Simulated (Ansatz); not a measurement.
**C2H2ClF2I: a ladder of functionals and wavefunction methods**

The task here is to estimate one member of a computed series from the others.

Method: functionals in def2-TZVPP, the program's frozen cores in correlated methods; program: Ansatz 0.2.0, Gaussian basis.

Levels to be run: LDA (SPW92), PBE-D4, revPBE-D4, BLYP-D4, r2SCAN-D4, B97M-V, PBE0-D4, B3LYP-D4, r2SCANh-D4, r2SCAN0-D4, HSE06-D4, BHLYP-D4, CAM-B3LYP-D4, LC-ωPBE, ωB97X-V, ωB97M-V, B2PLYP, PBE-QIDH; CCSD(T)/def2-SVP; CCSD(T)/def2-TZVPP; MP2/def2-QZVPP; extrapolation to the limit; RPA on PBE.

### The relaxed structure

The geometry comes from an earlier relaxation with PBE0-D4 in a triple-zeta def2 set; it is a stationary point, not always the lowest conformer. I takes the def2 core potential; no spin-orbit term is included.

SMILES `FC(F)C(Cl)I`, 8 atoms, charge 0, spin multiplicity 1.

Atoms are counted from 1 here; the program's logs count them from 0.

Bond lengths: F1–C2 1.350 Å, C2–F3 1.351 Å, C2–C4 1.521 Å, C2–H7 1.094 Å, C4–Cl5 1.755 Å, C4–I6 2.138 Å, C4–H8 1.088 Å. Angles: F1–C2–F3 107.1°, F1–C2–C4 109.5°, F1–C2–H7 109.5°, F3–C2–C4 109.0°, F3–C2–H7 109.0°, C4–C2–H7 112.6°, C2–C4–Cl5 109.7°, C2–C4–I6 109.9°, C2–C4–H8 109.8°, Cl5–C4–I6 112.0°, Cl5–C4–H8 108.8°, I6–C4–H8 106.5°.

Coordinates:

```xyz
8
C2H2ClF2I
F     0.3513   -1.0043    1.4308
C     0.6828   -0.3345    0.3069
F     1.2823   -1.2188   -0.5206
C    -0.5783    0.1910   -0.3606
Cl   -0.1623    0.9934   -1.8645
I    -1.6236    1.4898    0.9780
H     1.3918    0.4612    0.5526
H    -1.2520   -0.6348   -0.5784
```

Set-up of the first run:

The input, in.yaml:

```yaml
crystal:
  periodic: [false, false, false]
  atoms:
    - {symbol: F, position_ang: [0.351275, -1.004339, 1.430794]}
    - {symbol: C, position_ang: [0.682849, -0.334517, 0.306907]}
    - {symbol: F, position_ang: [1.282331, -1.218779, -0.520627]}
    - {symbol: C, position_ang: [-0.578304, 0.191025, -0.360589]}
    - {symbol: Cl, position_ang: [-0.162298, 0.993352, -1.864487]}
    - {symbol: I, position_ang: [-1.623629, 1.489807, 0.977992]}
    - {symbol: H, position_ang: [1.391832, 0.461225, 0.552598]}
    - {symbol: H, position_ang: [-1.251956, -0.634774, -0.578387]}
basis:
  gaussian: {orbitals: def2-TZVPP}
hamiltonian: {xc: lda}
output: {orbitals: {seedname: orbitals}}
```

Started as:

```sh
> ansatz run in.yaml --threads 4 --pin off --events-out ev --progress --plain --max-ram 10444MiB
```

Among the steps run: LDA; PBE-D4 (GGA); revPBE-D4 (GGA); BLYP-D4 (GGA); r2SCAN-D4 (meta-GGA); B97M-V (meta-GGA); PBE0-D4 (hybrid); B3LYP-D4 (hybrid); r2SCANh-D4 (hybrid); r2SCAN0-D4 (hybrid); HSE06-D4 (hybrid); BHLYP-D4 (hybrid); CAM-B3LYP-D4 (range-separated); LC-ωPBE (range-separated); ωB97X-V (range-separated); ωB97M-V (range-separated); B2PLYP (double hybrid); PBE-QIDH (double hybrid).

One of the session's tables, all rows but one given; the rest of the session is left out.

It belongs to the step «Orbital energies across the functionals». 

| functional | HOMO (eV) | LUMO (eV) | gap (eV) |
| --- | --- | --- | --- |
| LDA (SPW92) | -6.87 | -2.83 | 4.04 |
| PBE-D4 | -6.68 | -2.60 | 4.08 |
| revPBE-D4 | -6.62 | -2.51 | 4.11 |
| BLYP-D4 | -6.51 | -2.50 | 4.01 |
| r2SCAN-D4 | ? | ? | ? |
| B97M-V | -7.01 | -2.38 | 4.64 |
| PBE0-D4 | -7.88 | -1.71 | 6.17 |
| B3LYP-D4 | -7.63 | -1.95 | 5.68 |
| r2SCANh-D4 | -7.43 | -2.14 | 5.29 |
| r2SCAN0-D4 | -8.08 | -1.64 | 6.44 |
| HSE06-D4 | -7.49 | -2.09 | 5.40 |
| BHLYP-D4 | -8.91 | -0.75 | 8.16 |
| CAM-B3LYP-D4 | -9.18 | -0.65 | 8.53 |
| LC-ωPBE | -10.55 | 0.54 | 11.09 |
| ωB97X-V | -10.19 | 0.43 | 10.62 |
| ωB97M-V | -10.06 | 0.30 | 10.36 |

Q: Estimate the row for r2SCAN-D4 from the others.

Worked estimate for «HOMO (eV)». Against the share of exact exchange, r2SCANh-D4 (0.1, -7.43), r2SCAN0-D4 (0.25, -8.08) give a slope of -4.33 per unit share; at 0 the line stands at -7.00.

The run gave: HOMO (eV): -6.99; LUMO (eV): -2.47; gap (eV): 4.52. In «HOMO (eV)» the line misses by -0.01.
